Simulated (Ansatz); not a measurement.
# CH4NOSb: the cost of one run

Program: Ansatz 0.2.0. Level of theory: RKS PBE0-D4/def2-SVP. These are calculated values, not measurements.

1 further run of the same task is left out (it didn't finish).

### Step 1. The structure to begin with

Bond lengths: O1–C2 1.202 Å, C2–N3 1.419 Å, N3–Sb4 2.005 Å, C2–H5 1.082 Å, N3–H6 1.071 Å, Sb4–H7 1.742 Å, Sb4–H8 1.738 Å. Angles: O1–C2–N3 118.9°, O1–C2–H5 119.7°, N3–C2–H5 121.4°, C2–N3–Sb4 124.2°, C2–N3–H6 116.9°, Sb4–N3–H6 118.9°, N3–Sb4–H7 93.5°, N3–Sb4–H8 93.8°, H7–Sb4–H8 93.7°.

Structure file:

```xyz
8

O    -0.3865    1.6934   -1.0666
C     0.4536    1.3582   -0.2754
N     0.2781    0.1438    0.4378
Sb   -1.3044   -1.0693    0.2241
H     1.3441    1.9606   -0.1525
H     1.0611   -0.1405    1.1115
H    -0.8185   -1.5988   -1.3630
H    -0.5353   -2.4046    1.0282
```

### Step 2. Relaxing end A

input.yaml reads:

```yaml
crystal:
  periodic: [false, false, false]
  atoms:
    - { symbol: O, position_ang: [-0.3865, 1.6934, -1.0666] }
    - { symbol: C, position_ang: [0.4536, 1.3582, -0.2754] }
    - { symbol: "N", position_ang: [0.2781, 0.1438, 0.4378] }
    - { symbol: Sb, position_ang: [-1.3044, -1.0693, 0.2241] }
    - { symbol: H, position_ang: [1.3441, 1.9606, -0.1525] }
    - { symbol: H, position_ang: [1.0611, -0.1405, 1.1115] }
    - { symbol: H, position_ang: [-0.8185, -1.5988, -1.363] }
    - { symbol: H, position_ang: [-0.5353, -2.4046, 1.0282] }
basis:
  gaussian: { orbitals: def2-SVP }
hamiltonian:
  xc: pbe0
  dispersion: d4
relax:
  f_tol: 0.02
  max_steps: 50
```

On the command line:

```
$ ansatz run input.yaml --threads 2 --pin off --max-ram 3072MiB --backend cpu --events-out ev --progress --plain --runs-dir out
```

**Question.** How long does this run take on 2 threads of Arm Neoverse N1, shared host, and how much memory does it need?

About 41 s, with a peak of 0.18 GiB.
